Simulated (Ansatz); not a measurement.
# C₃H₉GaGe: vertical ionisation energy

One table from this session's results is given with a row withheld; the runs are named, their logs left out.

The runs use Ansatz 0.2.0, Gaussian basis; unrestricted cation, the program's frozen cores in correlated methods.

Plan: UKS PBE-D4/def2-TZVPP; UKS r2SCAN-D4/def2-TZVPP; UKS PBE0-D4/def2-TZVPP; UKS B3LYP-D4/def2-TZVPP; UKS wB97X-V/def2-TZVPP; UKS wB97M-V/def2-TZVPP; UKS B2PLYP/def2-TZVPP; UHF-CCSD(T)/def2-TZVPP; UHF-MP2/def2-QZVPP; extrapolation to the limit; then −ε(HOMO) from the neutral's earlier runs with LDA (SPW92), PBE-D4, revPBE-D4, BLYP-D4, r2SCAN-D4, B97M-V, PBE0-D4, B3LYP-D4, r2SCANh-D4, r2SCAN0-D4, HSE06-D4, BHLYP-D4, CAM-B3LYP-D4, LC-ωPBE, ωB97X-V, ωB97M-V.

**The relaxed structure**

An earlier PBE0-D4 in a triple-zeta def2 set relaxation fixed the geometry.

SMILES `[GaH2][C]1([GeH3])CC1`, 14 atoms, charge 0, spin multiplicity 1.

Atoms are counted from 1 here; the program's logs count them from 0.

Bond lengths: Ga1–C2 1.949 Å, Ga1–H6 1.570 Å, Ga1–H7 1.575 Å, C2–Ge3 1.937 Å, C2–C4 1.523 Å, C2–C5 1.523 Å, Ge3–H8 1.541 Å, Ge3–H9 1.545 Å, Ge3–H10 1.541 Å, C4–C5 1.481 Å, C4–H11 1.085 Å, C4–H12 1.085 Å, C5–H13 1.085 Å, C5–H14 1.085 Å. Angles: C2–Ga1–H6 122.3°, C2–Ga1–H7 116.3°, H6–Ga1–H7 121.4°, Ga1–C2–Ge3 119.0°, Ga1–C2–C4 116.1°, Ga1–C2–C5 116.1°, Ge3–C2–C4 116.5°, Ge3–C2–C5 116.5°, C4–C2–C5 58.2°, C2–Ge3–H8 110.9°, C2–Ge3–H9 108.9°, C2–Ge3–H10 110.9°, H8–Ge3–H9 108.8°, H8–Ge3–H10 108.4°, H9–Ge3–H10 108.8°, C2–C4–C5 60.9°, C2–C4–H11 117.7°, C2–C4–H12 118.6° and more.

Set-up of the first run:

The input, in.yaml:

```yaml
crystal:
  periodic: [false, false, false]
  atoms:
    - {symbol: Ga, position_ang: [-1.384366, 1.513349, -0.341850]}
    - {symbol: C, position_ang: [-0.088714, 0.090715, -0.030092]}
    - {symbol: Ge, position_ang: [0.894040, 0.065993, 1.639240]}
    - {symbol: C, position_ang: [-0.416492, -1.262595, -0.646899]}
    - {symbol: C, position_ang: [0.644440, -0.430126, -1.259155]}
    - {symbol: H, position_ang: [-1.660590, 2.642073, 0.713357]}
    - {symbol: H, position_ang: [-2.148009, 1.473423, -1.719320]}
    - {symbol: H, position_ang: [1.724542, 1.352815, 1.807005]}
    - {symbol: H, position_ang: [1.849583, -1.148067, 1.640297]}
    - {symbol: H, position_ang: [-0.064429, -0.054405, 2.839505]}
    - {symbol: H, position_ang: [-0.114960, -2.151724, -0.102409]}
    - {symbol: H, position_ang: [-1.352353, -1.376210, -1.184368]}
    - {symbol: H, position_ang: [0.442342, 0.032171, -2.219908]}
    - {symbol: H, position_ang: [1.674945, -0.747401, -1.135402]}
basis:
  gaussian: {orbitals: def2-TZVPP}
total_charge: 1
magnetization: {spin_polarized: true, initial_magnetization: 1}
hamiltonian: {xc: pbe, dispersion: d4}
```

On the command line:

```bash
$ ansatz run in.yaml --threads 2 --pin off --events-out ev --progress --plain --max-ram 32768MiB --backend cuda --devices 0, --max-vram 18GiB
```

Steps of the session up to this table: Cation, UKS PBE-D4/def2-TZVPP; Cation, UKS r2SCAN-D4/def2-TZVPP; Cation, UKS PBE0-D4/def2-TZVPP; Cation, UKS B3LYP-D4/def2-TZVPP; Cation, UKS wB97X-V/def2-TZVPP; Cation, UKS wB97M-V/def2-TZVPP; Cation, UKS B2PLYP (frozen core)/def2-TZVPP; Cation, UHF-CCSD(T)/def2-TZVPP; Cation, UHF-MP2/def2-QZVPP.

One table of the session follows, with a row left open; its other results are not shown here.

Orbital estimates, from the neutral's runs:

| functional | −ε(HOMO) (eV) |
| --- | --- |
| LDA (SPW92) | 6.52 |
| PBE-D4 | 6.39 |
| revPBE-D4 | 6.33 |
| BLYP-D4 | 6.26 |
| r2SCAN-D4 | 6.61 |
| B97M-V | 6.71 |
| PBE0-D4 | 7.52 |
| B3LYP-D4 | 7.33 |
| r2SCANh-D4 | 7.03 |
| r2SCAN0-D4 | 7.67 |
| HSE06-D4 | 7.13 |
| BHLYP-D4 | 8.58 |
| CAM-B3LYP-D4 | 8.82 |
| LC-ωPBE | 10.13 |
| ωB97X-V | 9.79 |
| ωB97M-V | ? |

Estimate the missing values for ωB97M-V.

The run gave: −ε(HOMO) (eV): 9.66. In the column «−ε(HOMO) (eV)» it lies between CAM-B3LYP-D4 (8.82) and ωB97X-V (9.79).
